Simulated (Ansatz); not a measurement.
# MoHO+ (nonet): from Hartree-Fock to the top rungs, def2-SVP

One table from this session's results is given with a row withheld; the runs are named, their logs left out.

Program: Ansatz 0.2.0, Gaussian basis. Level of theory: def2-SVP, core rule «outside noble gas», up to 5 orbitals frozen. These are calculated values, not measurements.

Plan: UHF; CCSD(T) on ROHF; CCSD(T) on UHF; CISD; CCSDT(Q) on ROHF; CCSDT(Q) on UHF; CASSCF and MRCISD+Q, 12 electrons in 11 orbitals; CASSCF and NEVPT4(SD), 12 electrons in 11 orbitals; CASSCF and NEVPT2, 12 electrons in 11 orbitals.

26 further runs of the same task are left out: 9 for a known fault of the program, 8 that didn't finish, 9 set aside as unsound or not needed.

### The geometry

The geometry is a PBE0/def2-TZVP stationary point (not a proven minimum) of the parent state, kept for this charge and spin. No spin-orbit coupling is included. Elements past krypton take def2 core potentials.

3 atoms, charge 1, spin multiplicity 9.

Atoms are counted from 1 here; the program's logs count them from 0.

Bond lengths: Mo1–O2 2.329 Å, O2–H3 0.976 Å. Angles: Mo1–O2–H3 180.0°.

Coordinates:

```xyz
3

Mo    0.0000    0.0000    1.8777
O     0.0000    0.0000   -0.4508
H     0.0000    0.0000   -1.4269
```

Set-up of the first run:

File in.yaml:

```yaml
crystal:
  periodic: [false, false, false]
  atoms:
    - {symbol: Mo, position_ang: [0.000000, 0.000000, 1.877700]}
    - {symbol: O, position_ang: [0.000000, 0.000000, -0.450800]}
    - {symbol: H, position_ang: [0.000000, 0.000000, -1.426900]}
basis:
  gaussian: {orbitals: def2-SVP}
total_charge: 1
magnetization: {spin_polarized: true, initial_magnetization: 8}
hamiltonian: {xc: hf}
output: {orbitals: {seedname: orbitals}}
```

Launch:

```bash
ansatz run in.yaml --threads 1 --pin off --events-out ev --progress --plain --max-ram 2393MiB
```

Steps of the session up to this table: UHF; CCSD(T) on ROHF; CCSD(T) on UHF; CISD; CCSDT(Q) on ROHF; CCSDT(Q) on UHF; CASSCF and MRCISD+Q, 12 electrons in 11 orbitals; CASSCF and NEVPT4(SD), 12 electrons in 11 orbitals; CASSCF and NEVPT2, 12 electrons in 11 orbitals.

One table of the session follows, with a row left open; its other results are not shown here.

```
            method  from RCCSDT(Q) (meV)
              ROHF               +5468.4
               UHF               +5227.5
              RMP2                +766.8
              UMP2                +734.9
             RCCSD                 +95.3
             UCCSD                 +50.6
          RCCSD(T)                     ?
          UCCSD(T)                 -26.9
            RCCSDT                  +2.3
            UCCSDT                 -40.7
         RCCSDT(Q)                     0
         UCCSDT(Q)                 -43.2
    CASSCF valence               +4781.5
    NEVPT2 valence               +1029.8
NEVPT4(SD) valence                +119.1
    MRCISD valence                +286.1
  MRCISD+Q valence                 +44.7
```

Q: Estimate the row for RCCSD(T) from the others.

As computed: from RCCSDT(Q) (meV): +16.1. In the column «from RCCSDT(Q) (meV)» it lies between RCCSDT (+2.3) and MRCISD+Q valence (+44.7).

Not comparable, so not listed: CISD (they don't share determinant, frozen orbitals or solution with the rows shown, or repeat one).

Limits of these values: Restricted and unrestricted rows rest on different reference determinants; where their highest levels disagree by more than a few hundredths of an eV, they describe different states and don't form one ladder.
